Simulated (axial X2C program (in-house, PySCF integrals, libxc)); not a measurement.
# A two-component session on SeC⁺: EOM-IP-CCSD levels

Wanted for SeC⁺: EOM-IP-CCSD levels, at the two-component level.

The runs use an in-house X2C program for linear molecules on PySCF integrals; two-component X2C with atomic mean-field terms, Se dyall-cv3z, C dyall-v3z.

All values are calculated.

## (1) Set-up

Input file task.json:

```json
{"zs": [34, 6], "q": 1, "bas": ["dyall-cv3z", "dyall-v3z"], "r0": 1.74, "eom": "ip", "rq": 0, "thr": -2.0, "nmax": 95, "grid": [1, 0.96, 1.045, 0.92, 1.09, 1.15]}
```

Keys: zs atomic numbers; q charge; bas basis sets; r0 starting distance in Å; eom kind of EOM run; thr threshold in hartree for freezing inner shells (an s shell follows its p shell); nmax most natural virtual spinors; grid distances as factors.

The run is started by

```sh
python soeom.py task.json out
```

The runs that follow: EOM-IP-CCSD at 1.669 Å.

Before running it: what results should come out? Wanted: next root led by one particle; T1 of the reference.

The runs gave:

```
                     quantity                            value
       lowest root at 1.669 Å               Ω = 1/2, 10.931 eV
next root led by one particle  Ω = 3/2, about 8780 cm⁻¹ higher
          T1 of the reference                            0.031
```

Removing an electron from the reference determinant of SeC costs 10.93 eV and empties a spinor of 56% C pσ, 23% C sσ, 15% Se pσ. Errors of 0.1 to 0.3 eV are usual at this size, and roots led by higher excitations are left out, so the list is incomplete, and low states of that kind can be missing. T1 or the largest double amplitude of the reference is raised, which lowers the reliability.
